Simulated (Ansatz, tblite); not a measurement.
# The cluster Cs₃Br₂: one state, many levels

An exercise on one series of results from a longer session: the logs are not shown, and one member is left open.

The runs use Ansatz 0.2.0, Gaussian basis; as each input shows.

Plan: GFN1-xTB, GFN2-xTB, PBE-D4/def2-TZVP, r2SCAN-D4/def2-TZVP, ωB97M-V/def2-TZVP, revPBE-D4/def2-TZVP, B3LYP-D4/def2-TZVP, PBE-D4/def2-SVP, PBE0-D4/def2-SVP, CCSD(T)/def2-SVP, MP2/def2-TZVP.

3 further runs of the same task are left out: 3 set aside as unsound or not needed. Runs told in other sessions of the task aren't counted.

## The geometry

The doublet was relaxed beforehand with PBE0-D4/def2-SVP. At that level it is the lowest of the isomers that a small search found.

5 atoms, charge 0, spin multiplicity 2.

Bond lengths: Cs1–Br4 3.451 Å, Cs1–Br5 3.451 Å, Cs2–Br4 3.451 Å, Cs2–Br5 3.451 Å, Cs3–Br4 3.481 Å, Cs3–Br5 3.478 Å. Angles: Br4–Cs1–Br5 76.4°, Br4–Cs2–Br5 76.4°, Br4–Cs3–Br5 75.7°, Cs1–Br4–Cs2 88.1°, Cs1–Br4–Cs3 84.8°, Cs2–Br4–Cs3 84.8°, Cs1–Br5–Cs2 88.1°, Cs1–Br5–Cs3 84.8°, Cs2–Br5–Cs3 84.9°.

Cs takes a core potential in the def2 sets. No spin-orbit coupling is included.

PBE0-D4/def2-TZVP was run before; its log isn't repeated, and its numbers join the tables.

The first run:

Tight binding, by tblite at 300 K electronic temperature and without a spin-polarisation term:

```python
tblite.interface.Calculator('GFN1-xTB', numbers, positions, charge=0, uhf=1).singlepoint()
```

Tight binding, by tblite at 300 K electronic temperature and without a spin-polarisation term:

```python
tblite.interface.Calculator('GFN2-xTB', numbers, positions, charge=0, uhf=1).singlepoint()
```

start.molden holds the orbitals of an earlier run on this state, given as this run's starting guess.

Input file in.yaml:

```yaml
crystal:
  periodic: [false, false, false]
  atoms:
    - {symbol: Cs, position_ang: [1.760141, 0.457380, -2.039488]}
    - {symbol: Cs, position_ang: [-2.710784, 0.091560, -0.335420]}
    - {symbol: Cs, position_ang: [0.983136, -0.567548, 2.454424]}
    - {symbol: Br, position_ang: [-0.005354, 2.089926, 0.435473]}
    - {symbol: Br, position_ang: [-0.027149, -2.071319, -0.514989]}
basis:
  gaussian: {orbitals: def2-TZVP, initial_orbitals: start.molden}
magnetization: {spin_polarized: true, initial_magnetization: 1}
hamiltonian: {xc: pbe, dispersion: d4}
scf: {omitted_lower_state_checks: [starts]}
output: {forces: true, orbitals: {seedname: orbitals}}
```

On the command line:

```sh
ansatz run in.yaml --threads 4 --pin off --events-out ev --progress --plain --max-ram 4787MiB
```

Among the steps run: PBE-D4/def2-TZVP; r2SCAN-D4/def2-TZVP; ωB97M-V/def2-TZVP; revPBE-D4/def2-TZVP; B3LYP-D4/def2-TZVP; PBE-D4/def2-SVP; PBE0-D4/def2-SVP; CCSD(T)/def2-SVP; MP2/def2-TZVP.

One table of the session follows, with a row left open; its other results are not shown here.

It belongs to the step «Binding energy». 

```
             method  binding an atom (eV)
        HF/def2-SVP                 1.580
       HF/def2-TZVP                 1.554
    PBE-D4/def2-SVP                 2.052
   PBE-D4/def2-TZVP                 2.046
revPBE-D4/def2-TZVP                 1.961
r2SCAN-D4/def2-TZVP                 2.100
 B3LYP-D4/def2-TZVP                     ?
   PBE0-D4/def2-SVP                 2.048
  PBE0-D4/def2-TZVP                 2.040
  ωB97M-V/def2-TZVP                 2.077
       MP2/def2-SVP                 1.957
      MP2/def2-TZVP                 2.019
      CCSD/def2-SVP                 1.877
   CCSD(T)/def2-SVP                 1.895
```

Q: Estimate the row for B3LYP-D4/def2-TZVP from the others.

The run gave: binding an atom (eV): 1.993. In the column «binding an atom (eV)» it lies between revPBE-D4/def2-TZVP (1.961) and MP2/def2-TZVP (2.019).

Caveats from the session: Free atoms were run apart at each level; binding is atoms less cluster, divided by the number of atoms, without zero-point or spin-orbit terms.
